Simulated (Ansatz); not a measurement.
# doublet [B2O2]−: levels of theory compared

We compute a comparison of 6 runs (UHF/STO-3G, UB3LYP/6-31G*, U-r2SCAN/aug-cc-pVDZ, UBLYP/aug-cc-pVDZ, UCAM-B3LYP/aug-cc-pVDZ, UPBE-QIDH/aug-cc-pVDZ) of doublet [B2O2]−. 

The results are computed with Ansatz 0.2.0.

47 further runs of the same task are left out: 5 that didn't finish, 42 set aside as unsound or not needed.

## (1) The structure to begin with

[B2O2]− has 4 atoms, charge -1, and is taken as a doublet. As SMILES of the parent species, `O=BB=O`. The shape is that of a PBE0-D4/def2-TZVP optimisation. That shape belongs to the parent species and isn't relaxed for this state.

Bond lengths: O1–B2 1.197 Å, B2–B3 1.640 Å, B3–O4 1.197 Å. Angles: O1–B2–B3 180.0°, B2–B3–O4 180.0°.

## (2) A single-point energy at UHF/STO-3G (run 1)

Contents of input.yaml:

```yaml
basis:
  gaussian: {orbitals: STO-3G}
crystal:
  periodic: [false, false, false]
  atoms:
    - {symbol: O, position_ang: [-0.743090, 0.459760, 1.817650]}
    - {symbol: B, position_ang: [-0.302300, 0.187070, 0.739120]}
    - {symbol: B, position_ang: [0.302150, -0.186920, -0.739220]}
    - {symbol: O, position_ang: [0.743230, -0.459920, -1.817550]}
hamiltonian: {xc: hf}
magnetization: {spin_polarized: true, initial_magnetization: 1}
output: {orbitals: {seedname: orbitals}}
total_charge: -1
accuracy: high
```

Started as:

```console
$ ansatz run input.yaml --threads 1 --pin off --max-ram 3480MiB --events-out events.jsonl --progress --plain --runs-dir runs
```

The log of the run:

```text
Warning: RAYON_NUM_THREADS=1 ignored (pool sized by the plan → 1); use --threads N
Functional definition: HF
  name "HF"
  exchange = exact_x
  correlation = 0
351 factors; integrals over basis functions are off by at most 3.1e-8 eV
mean field evaluation 1: about -5338.2999 eV, gradient 2.1e1 eV
mean field evaluation 2: about -5338.3561 eV, gradient 2.1e1 eV
mean field evaluation 4: about -5341.2260 eV, gradient 1.7e0 eV
mean field evaluation 8: about -5341.2676 eV, gradient 2.1e-2 eV
mean field evaluation 16: about -5341.2676 eV, gradient 4.0e-3 eV
mean field evaluation 32: about -5341.2571 eV, gradient 8.2e-1 eV
mean field evaluation 64: about -5341.2676 eV, gradient 8.6e-3 eV
mean field evaluation 96: about -5341.2676 eV, gradient 9.5e-4 eV
mean field evaluation 128: about -5341.2676 eV, gradient 1.2e-6 eV
mean field evaluation 160: about -5341.2676 eV, gradient 1.5e-6 eV
mean field evaluation 192: about -5341.2676 eV, gradient 5.6e-7 eV
mean field evaluation 224: about -5341.2571 eV, gradient 8.2e-1 eV
mean field evaluation 256: about -5341.2676 eV, gradient 4.0e-7 eV
mean field evaluation 288: about -5341.2676 eV, gradient 4.6e-9 eV
mean field evaluation 320: about -5341.2676 eV, gradient 4.4e-9 eV
mean field evaluation 352: about -5341.2676 eV, gradient 2.7e-2 eV
mean field evaluation 384: about -5341.2676 eV, gradient 9.9e-5 eV
mean field evaluation 416: about -5341.2676 eV, gradient 4.5e-4 eV
mean field evaluation 448: about -5341.2676 eV, gradient 4.5e-4 eV
mean field -5341.26759086 eV, -196.2879635230 hartree, gradient 4.8e-10 eV, S^2 0.757976; 4 other end points of the search recorded, 0 dependent functions left out
reference -5341.26759086 eV, -196.2879635230 hartree; 14, 13 occupied and 6, 7 virtual orbitals, 351 factors
Total energy: -5341.26759086 eV, -196.2879635230 hartree
```

It took 2.8 s on 1 thread of Intel Xeon 6975P-C (Granite Rapids), shared host.

## (3) The energy at UB3LYP/6-31G(d) (spherical functions) (run 2)

Contents of in.yaml:

```yaml
crystal:
  periodic: [false, false, false]
  atoms:
    - {symbol: O, position_ang: [-0.743090, 0.459760, 1.817650]}
    - {symbol: B, position_ang: [-0.302300, 0.187070, 0.739120]}
    - {symbol: B, position_ang: [0.302150, -0.186920, -0.739220]}
    - {symbol: O, position_ang: [0.743230, -0.459920, -1.817550]}
basis:
  gaussian: {orbitals: 6-31G_st_-spherical.json}
total_charge: -1
magnetization: {spin_polarized: true, initial_magnetization: 1}
hamiltonian: {xc: {name: B3LYP}}
accuracy: high
output: {orbitals: {seedname: orbitals}}
```

The basis set 6-31G* is read from a file made from the Basis Set Exchange's data (not shown).

Started as:

```console
$ ansatz run in.yaml --threads 1 --pin off --max-ram 3480MiB --events-out events.jsonl --progress --plain --runs-dir runs
```

The log of the run:

```text
Warning: RAYON_NUM_THREADS=1 ignored (pool sized by the plan → 1); use --threads N
Functional definition: B3LYP
  name "B3LYP"
  parameter a0 = 0.2
  parameter ax = 0.72
  parameter ac = 0.81
  exchange = (1 - a0 - ax)*slater_x + ax*b88_x + a0*exact_x
  correlation = (1 - ac)*vwn_rpa_c + ac*lyp_c
1083 factors; integrals over basis functions are off by at most 3.1e-9 eV
mean field evaluation 1: about -5446.6113 eV, gradient 2.0e1 eV
mean field evaluation 2: about -5441.1613 eV, gradient 4.4e1 eV
mean field evaluation 4: about -5448.0446 eV, gradient 5.4e-1 eV
mean field evaluation 8: about -5448.1605 eV, gradient 2.1e-2 eV
mean field evaluation 16: about -5448.1605 eV, gradient 5.7e-6 eV
mean field evaluation 32: about -5448.1605 eV, gradient 2.5e-3 eV
mean field evaluation 64: about -5448.1605 eV, gradient 3.3e-5 eV
mean field -5448.16053332 eV, -200.2162067036 hartree, gradient 1.6e-9 eV, S^2 0.751357; 3 other end points of the search recorded, 0 dependent functions left out
reference -5448.16056165 eV, -200.2162077449 hartree; 14, 13 occupied and 42, 43 virtual orbitals, 1083 factors
Total energy: -5448.16056165 eV, -200.2162077449 hartree
```

It took 26 s on 1 thread of Intel Xeon 6975P-C (Granite Rapids), shared host; peak memory 0.23 GiB.

Run 3 isn't shown in full; the table further down has it.

## (4) The energy at UBLYP/aug-cc-pVDZ (run 4)

Contents of run.yaml:

```yaml
crystal:
  periodic: [false, false, false]
  atoms:
    - {symbol: O, position_ang: [-0.743090, 0.459760, 1.817650]}
    - {symbol: B, position_ang: [-0.302300, 0.187070, 0.739120]}
    - {symbol: B, position_ang: [0.302150, -0.186920, -0.739220]}
    - {symbol: O, position_ang: [0.743230, -0.459920, -1.817550]}
basis:
  gaussian:
    orbitals: aug-cc-pVDZ
output: {orbitals: {seedname: orbitals}}
accuracy: high
hamiltonian:
  xc: {name: BLYP}
magnetization:
  spin_polarized: true
  initial_magnetization: 1
total_charge: -1
```

Started as:

```console
$ ansatz run run.yaml --threads 1 --pin off --max-ram 3480MiB --events-out events.jsonl --progress --plain --runs-dir runs
```

The log of the run, cut to the lines that bear on the results:

```text
Warning: RAYON_NUM_THREADS=1 ignored (pool sized by the plan → 1); use --threads N
Functional definition: BLYP
  name "BLYP"
[...]
1577 factors; integrals over basis functions are off by at most 2.7e-9 eV
[...]
mean field -5448.91152838 eV, -200.2438052630 hartree, gradient 2.1e-8 eV, S^2 0.750928; 10 other end points of the search recorded, 0 dependent functions left out
reference -5448.91156851 eV, -200.2438067379 hartree; 14, 13 occupied and 78, 79 virtual orbitals, 1577 factors
Total energy: -5448.91156851 eV, -200.2438067379 hartree
```

Wall time 72 s (1 thread of Intel Xeon 6975P-C (Granite Rapids), shared host); peak memory 0.3 GiB.

Run 5 isn't shown in full; the table further down has it.

## (5) The energy at UPBE-QIDH/aug-cc-pVDZ (run 6)

Contents of job.yaml:

```yaml
crystal:
  periodic: [false, false, false]
  atoms:
    - {symbol: O, position_ang: [-0.743090, 0.459760, 1.817650]}
    - {symbol: B, position_ang: [-0.302300, 0.187070, 0.739120]}
    - {symbol: B, position_ang: [0.302150, -0.186920, -0.739220]}
    - {symbol: O, position_ang: [0.743230, -0.459920, -1.817550]}
basis:
  gaussian:
    orbitals: aug-cc-pVDZ
total_charge: -1
magnetization:
  spin_polarized: true
  initial_magnetization: 1
accuracy: high
correlation:
  frozen_orbitals: {B: 1, O: 1}
hamiltonian:
  xc: {name: PBE-QIDH}
output: {orbitals: {seedname: orbitals}}
```

Started as:

```console
$ ansatz run job.yaml --threads 1 --pin off --max-ram 3480MiB --events-out events.jsonl --progress --plain --runs-dir runs
```

The log of the run, cut to the lines that bear on the results:

```text
Warning: RAYON_NUM_THREADS=1 ignored (pool sized by the plan → 1); use --threads N
Functional definition: PBE-QIDH
  name "PBE-QIDH"
[...]
1577 factors; integrals over basis functions are off by at most 2.7e-9 eV
[...]
mean field -5435.75134914 eV, -199.7601775961 hartree, gradient 3.6e-8 eV, S^2 0.756642; 4 other end points of the search recorded, 0 dependent functions left out
4 core orbitals not correlated: weight in the atoms' cores, before any rotation towards them, 1.000 or more for the frozen orbitals, at most 0.000 for the correlated occupied ones
reference -5435.75135052 eV, -199.7601776469 hartree; 10, 9 occupied and 78, 79 virtual orbitals, 1577 factors
second order -16.79130282 eV of doubles, -0.00000000 eV of singles
Total energy: -5441.34845146 eV, -199.9658673126 hartree
```

Wall time 36 s (1 thread of Intel Xeon 6975P-C (Granite Rapids), shared host); peak memory 0.34 GiB.

## (6) Overview of the runs

```
run                                level  frozen core orbitals  energy (Eh)  HOMO energy (eV)  LUMO energy (eV)   ⟨S²⟩  wall time
  1                           UHF/STO-3G                     –  -196.287964              6.36             15.92  0.758      2.8 s
  2  UB3LYP/6-31G* (spherical functions)                     –  -200.216208              3.26              5.02  0.751       26 s
  3                 U-r2SCAN/aug-cc-pVDZ                     –  -200.165473              2.17              2.75  0.753       67 s
  4                    UBLYP/aug-cc-pVDZ                     –  -200.243807              2.32              2.56  0.751       72 s
  5               UCAM-B3LYP/aug-cc-pVDZ                     –  -200.191985              0.63              3.46  0.753       41 s
  6                UPBE-QIDH/aug-cc-pVDZ                     4  -199.965867              0.29              3.66  0.757       36 s
```

## (7) What came out

```
                                                       quantity          value
                                            run 6: total energy  -199.96587 Eh
run 6: HOMO energy (SCF part's orbitals) (highest over α and β)        0.29 eV
 run 6: LUMO energy (SCF part's orbitals) (lowest over α and β)        3.66 eV
                                                    run 6: ⟨S²⟩          0.757
```

Totals of different functionals can't be ranked against each other. In runs 1, 2, 3, 4, 5, 6 the HOMO lies above zero, so the outermost electron may be held by the basis alone. In run 1 the basis is minimal, so the values are rough. All runs together took 4.1 min, the longest 72 s.
